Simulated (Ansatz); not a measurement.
# GeH5 (doublet): the correlation ladder at distance Ge1–H5 along a hydrogen transfer = 1.534 Å, cc-pVTZ

The task here is to estimate one member of a computed series from the others.

Program: Ansatz 0.2.0, Gaussian basis. Level of theory: cc-pVTZ, core rule «outside noble gas», up to 14 orbitals frozen. These are calculated values, not measurements.

The runs, in order: UHF; CCSD(T) on ROHF; CCSD(T) on UHF; BCCD(T) on ROHF; CISD; CCSDT(Q) on ROHF; CCSDT(Q) on UHF; CASSCF and NEVPT2, 3 electrons in 3 orbitals; CASSCF and NEVPT2, 9 electrons in 9 orbitals.

## The system

The geometry derives from fragments relaxed apart (PBE0/def2-TZVP) and kept rigid, so it is no stationary point. A hydrogen atom is moved between rigid fragments. No spin-orbit coupling is included. The filled d shell of Ge may be among the frozen orbitals whatever the setting's name suggests; the logs give the count.

6 atoms, charge 0, spin multiplicity 2.

Atoms are counted from 1 here; the program's logs count them from 0.

Bond lengths: Ge1–H2 1.534 Å, Ge1–H3 1.534 Å, Ge1–H4 1.534 Å, Ge1–H5 1.534 Å. Angles: H2–Ge1–H3 109.5°, H2–Ge1–H4 109.5°, H2–Ge1–H5 109.5°, H3–Ge1–H4 109.5°, H3–Ge1–H5 109.5°, H4–Ge1–H5 109.5°.

Geometry (Å):

```
Ge   -0.03367    0.00000    0.00000
H    -0.54512    1.44660    0.00000
H    -0.54512   -0.72330    1.25279
H    -0.54512   -0.72330   -1.25279
H     1.50068    0.00000    0.00000
H     2.56133    0.00000    0.00000
```

Set-up of the first run:

File in.yaml:

```yaml
crystal:
  periodic: [false, false, false]
  atoms:
    - {symbol: Ge, position_ang: [-0.033672, 0.000000, 0.000000]}
    - {symbol: H, position_ang: [-0.545122, 1.446599, 0.000000]}
    - {symbol: H, position_ang: [-0.545121, -0.723300, 1.252791]}
    - {symbol: H, position_ang: [-0.545122, -0.723299, -1.252792]}
    - {symbol: H, position_ang: [1.500678, 0.000000, 0.000000]}
    - {symbol: H, position_ang: [2.561328, 0.000000, 0.000000]}
basis:
  gaussian: {orbitals: cc-pVTZ}
magnetization: {spin_polarized: true, initial_magnetization: 1}
hamiltonian: {xc: hf}
output: {orbitals: {seedname: orbitals}}
```

Command:

```bash
$ ansatz run in.yaml --threads 1 --pin off --events-out ev --progress --plain --max-ram 5632MiB --backend cpu
```

Among the steps run: UHF; CCSD(T) on ROHF; CCSD(T) on UHF; BCCD(T) on ROHF; CISD; CCSDT(Q) on ROHF; CCSDT(Q) on UHF; CASSCF and NEVPT2, 3 electrons in 3 orbitals; CASSCF and NEVPT2, 9 electrons in 9 orbitals.

One table of the session follows, with a row left open; its other results are not shown here.

```
        method  from UCCSDT(Q) (meV)
          ROHF               +5211.8
           UHF               +5068.9
          RMP2               +1013.1
          UMP2               +1009.8
          CISD                +446.1
         RCCSD                +147.8
         UCCSD                +143.6
      RCCSD(T)                 +26.8
      UCCSD(T)                 +25.7
       BCCD(T)                     ?
        RCCSDT                  +4.9
        UCCSDT                  +3.3
     RCCSDT(Q)                  +1.6
     UCCSDT(Q)                     0
   CASSCF pair               +4728.2
   NEVPT2 pair               +1011.4
CASSCF valence               +3491.9
NEVPT2 valence                +961.2
```

Q: Estimate the row for BCCD(T) from the others.

As computed: from UCCSDT(Q) (meV): +26.2. In the column «from UCCSDT(Q) (meV)» it lies between UCCSD(T) (+25.7) and RCCSD(T) (+26.8).

Caveats from the session: Restricted and unrestricted rows rest on different reference determinants; where their highest levels disagree by more than a few hundredths of an eV, they describe different states and don't form one ladder.
